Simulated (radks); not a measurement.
# Valence configurations of Sc

An exercise on one series of results from a longer session: the logs are not shown, and one member is left open.

The numbers are computed with radks (a radial shooting solver on a logarithmic mesh, Libxc functionals) version 1 (Dirac Kohn-Sham, LDA (Slater exchange, Perdew-Wang correlation), spin-unpolarised, spherical densities, point nucleus; open shells fill j = l - 1/2 first), except any that are marked as measured or tabulated.

## Starting point

| Property | Result |
| --- | --- |
| element | scandium (Z = 21) |
| charge | 0 |
| electrons | 21 |
| configuration | [Ar] 3d1 4s2 |
| others tried | 3d0.5 4s2 4p0.5; 3d1 4s1.5 4p0.5; 3d1 4s0.5 4p1.5; 3d2 4s1; 3d1 4s1 4p1; 3d2 4s0.5 4p0.5; 3d2.5 4s0.5; 4s2 4p1; 3d3 |

Set-up of the first run:

The run's settings:

```text
Z 21
configuration [Ar] 3d1 4s2
relativity Dirac
functional lda,pw
spin unpolarised
j_filling energy
nucleus point
c 137.035999084
```

Among the steps run: [Ar] 3d1 4s2.

One table of the session follows, with a row left open; its other results are not shown here.

It belongs to the step «[Ar] 3d1 4s2». Sizes of the orbitals, from the radial functions (bohr):

| level | <r> | outermost maximum (interpolated) | 90 % within | nodes |
| --- | --- | --- | --- | --- |
| 2p1/2 | 0.3064 | 0.231 | 0.506 | 0 |
| 2p3/2 | 0.3090 | 0.233 | 0.509 | 0 |
| 3s1/2 | 1.077 | 0.926 | 1.62 | 2 |
| 3p1/2 | 1.165 | 0.962 | 1.80 | 1 |
| 3p3/2 | ? | ? | ? | ? |
| 4s1/2 | 3.687 | 3.07 | 5.56 | 3 |
| 3d3/2 | 1.852 | 1.09 | 3.34 | 0 |
| 3d5/2 | 1.859 | 1.10 | 3.36 | 0 |

Estimate the missing values for 3p3/2.

As computed: <r>: 1.174; outermost maximum (interpolated): 0.969; 90 % within: 1.82; nodes: 1. In the column «<r>» it lies between 3p1/2 (1.165) and 3d3/2 (1.852).
